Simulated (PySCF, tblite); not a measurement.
# C₇H₁₁O₂−: geometry, infrared bands and NMR shifts

Aim: predict the infrared bands and NMR shifts of C₇H₁₁O₂− (`CC/C(C)=C(\C)C(=O)[O-]`).

Programs: tblite 0.8.0 and PySCF 2.14.0, with density-fitted response routines of our own. Each step states its level of theory. These are calculated values for one molecule in the gas phase, unless marked as measured. Atoms count from 0, in the outputs and in this text.

### Step 1. The molecule as given

20 atoms, charge -1, multiplicity 1; geometry from: force field or distance geometry start.

Bonds of the start (Å): C0–C1 1.53, C1–C2 1.53, C2–C3 1.50, C2–C4 1.35, C4–C5 1.50, C4–C6 1.55, C6–O7 1.26, C6–O8 1.27, C0–H9 1.10, C0–H10 1.09, C0–H11 1.11, C1–H12 1.09, C1–H13 1.09, C3–H14 1.09, C3–H15 1.12, C3–H16 1.09, C5–H17 1.10, C5–H18 1.09, C5–H19 1.09.

### Step 2. Relaxing the molecule with GFN2-xTB

Job settings and geometry (Å):

```
{"job": {"kind": "relax", "xc": "GFN2-xTB", "basis": "xTB"}, "charge": -1, "multiplicity": 1}
C     -1.964600     0.335800     1.242600
C     -1.466300     0.285100    -0.198400
C     -0.107300    -0.408600    -0.284900
C     -0.199000    -1.903900    -0.377600
C      1.058400     0.263800    -0.325700
C      1.237900     1.750500    -0.247700
C      2.412700    -0.481200    -0.455700
O      2.971100    -0.388000    -1.580100
O      2.800000    -1.068400     0.603800
H     -2.111400    -0.665300     1.666400
H     -1.284300     0.887100     1.888200
H     -2.945900     0.844100     1.278100
H     -2.195500    -0.248800    -0.803700
H     -1.418400     1.293800    -0.603600
H     -0.870500    -2.199100    -1.182300
H     -0.597400    -2.317500     0.578800
H      0.762400    -2.394600    -0.557000
H      2.067400     1.988300     0.433100
H      1.477900     2.165900    -1.225700
H      0.367600     2.271600     0.148200
```

Started as:

```
OMP_NUM_THREADS=1 python probes_run.py task.json out
```

One launch serves the whole session: the jobs run in the order shown.

**Question.** This job is followed by: GFN2-xTB harmonic vibrations, gas phase; GIAO PBE0/pcSseg-1 NMR shielding, non-relativistic, gas phase. Predict these results of the whole session: strongest single infrared mode (GFN2-xTB); zero-point energy (GFN2-xTB); ¹³C shifts against TMS (PBE0/pcSseg-1); ¹H shifts against TMS (PBE0/pcSseg-1, means over atoms taken as alike); ¹⁷O shifts against H2O (PBE0/pcSseg-1, means over atoms taken as alike).

The runs gave:

| quantity | value |
| --- | --- |
| strongest single infrared mode (GFN2-xTB) | 1754 cm⁻¹, 580 km/mol |
| zero-point energy (GFN2-xTB) | 102.7 kcal/mol |
| ¹³C shifts against TMS (PBE0/pcSseg-1) | 173.6, 151.5, 125.1, 32.4, 21.9, 19.0, 14.4 ppm |
| ¹H shifts against TMS (PBE0/pcSseg-1, means over atoms taken as alike) | 2.30, 2.05, 1.82, 0.76 ppm |
| ¹⁷O shifts against H2O (PBE0/pcSseg-1, means over atoms taken as alike) | 345.6 ppm |

Relaxing lowered the energy by 0.156 eV in 149 steps; the close pair that moved most is C6–O8, from 1.272 to 1.240 Å. No mode is imaginary among the 54: a minimum at this level. The strongest single mode, at 1754 cm⁻¹, moves mainly C6. Unscaled tight-binding wavenumbers are off by several per cent, some by more. Its intensities can rank the bands wrongly. At PBE0/pcSseg-1: Shielding is most anisotropic at O7, O8 (span 454 ppm, paramagnetic term -417 ppm).
